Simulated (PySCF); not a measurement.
**BiS with other numerical set-ups**

Aim: see how much the energy and properties of BiS depend on the numerical set-up.

The runs use PySCF 2.14.0; each script names its method and basis.

4 further runs of the same task are left out: 2 for a known fault of the program, 2 that didn't finish.

### 1 Where the work starts

BiS: 2 atoms, charge 0, spin multiplicity 2.

Bond lengths: Bi1–S2 2.445 Å.

### 2 Base script

input.py

```python
from pyscf import gto, dft

mol = gto.M(
    atom='Bi 0 0 0; S 0 0 2.445',
    basis='lanl2dz',
    ecp={'Bi': 'lanl2dz', 'S': 'lanl2dz'},
    charge=0,
    spin=1,
    verbose=4,
)
mf = dft.UKS(mol, xc='revpbe')
mf = mf.newton()
mf.kernel()
mf.stability(internal=True, external=True)
mf.dip_moment()
print('orbital energies (hartree):', [e[max(0, n-3):n+3].round(4) for e, n in zip(mf.mo_energy, mol.nelec)])
```

The run is started by

```bash
> OMP_NUM_THREADS=1 python input.py
```

Its log is not repeated here.

It gives: E(SCF) = -15.593181 Eh, 4 macro-iterations, ⟨S²⟩ = 0.761, μ = 3.54 D, internal stable; real -> complex stable; UHF/UKS -> GHF/GKS unstable.

The bond length is a typed value, not an optimised one.

### 3 Density fitting auto

Variant 1 changes density fitting: none → auto.

input.py

```python
from pyscf import gto, dft

mol = gto.M(
    atom='Bi 0 0 0; S 0 0 2.445',
    basis='lanl2dz',
    ecp={'Bi': 'lanl2dz', 'S': 'lanl2dz'},
    charge=0,
    spin=1,
    verbose=4,
)
mf = dft.UKS(mol, xc='revpbe')
mf = mf.density_fit()
mf = mf.newton()
mf.kernel()
mf.stability(internal=True, external=True)
mf.dip_moment()
print('orbital energies (hartree):', [e[max(0, n-3):n+3].round(4) for e, n in zip(mf.mo_energy, mol.nelec)])
```

The run is started by

```bash
> OMP_NUM_THREADS=1 python input.py
```

### 4 Integration grid 6

Variant 2 changes integration grid: default → 6.

Changes to input.py since step 2:

```diff
@@ -11,2 +11,3 @@
 mf = dft.UKS(mol, xc='revpbe')
+mf.grids.level = 6
 mf = mf.newton()
```

### 5 Density fitting weigend

Variant 3 changes density fitting: none → weigend.

Changes to input.py since step 2:

```diff
@@ -11,2 +11,3 @@
 mf = dft.UKS(mol, xc='revpbe')
+mf = mf.density_fit(auxbasis='weigend')
 mf = mf.newton()
```

### 6 Cartesian functions on

Variant 4 changes Cartesian functions: off → on.

Changes to input.py since step 2:

```diff
@@ -8,2 +8,3 @@
     spin=1,
+    cart=True,
     verbose=4,
```

**Question.** What will these runs give? Wanted: for each run, E(SCF); from base; gap, α spin; SCF dipole; after the SCF.

The runs gave:

```csv
run,E(SCF) (hartree),from base (eV),cycles,"gap, α spin (eV)",SCF dipole (D),functions,after the SCF
base,-15.593181,0,4 macro,-0.05,3.54,16,unstable: UHF/UKS -> GHF/GKS
density fitting auto,-15.594574,-0.0379,5 macro,-0.03,3.54,16,unstable: UHF/UKS -> GHF/GKS
integration grid 6,-15.593181,0.0000,4 macro,-0.05,3.54,16,unstable: UHF/UKS -> GHF/GKS
density fitting weigend,-15.593303,not comparable,4 macro,-0.04,3.54,16,unstable: UHF/UKS -> GHF/GKS
Cartesian functions on,-15.593181,0.0000,4 macro,-0.05,3.54,16,unstable: UHF/UKS -> GHF/GKS
```

**Reading.** With integration grid 6 or Cartesian functions on the SCF ends at the base energy. The basis has no d shells, so the Cartesian switch can't act. Rows marked «poor choice» come from settings spoiled on purpose.
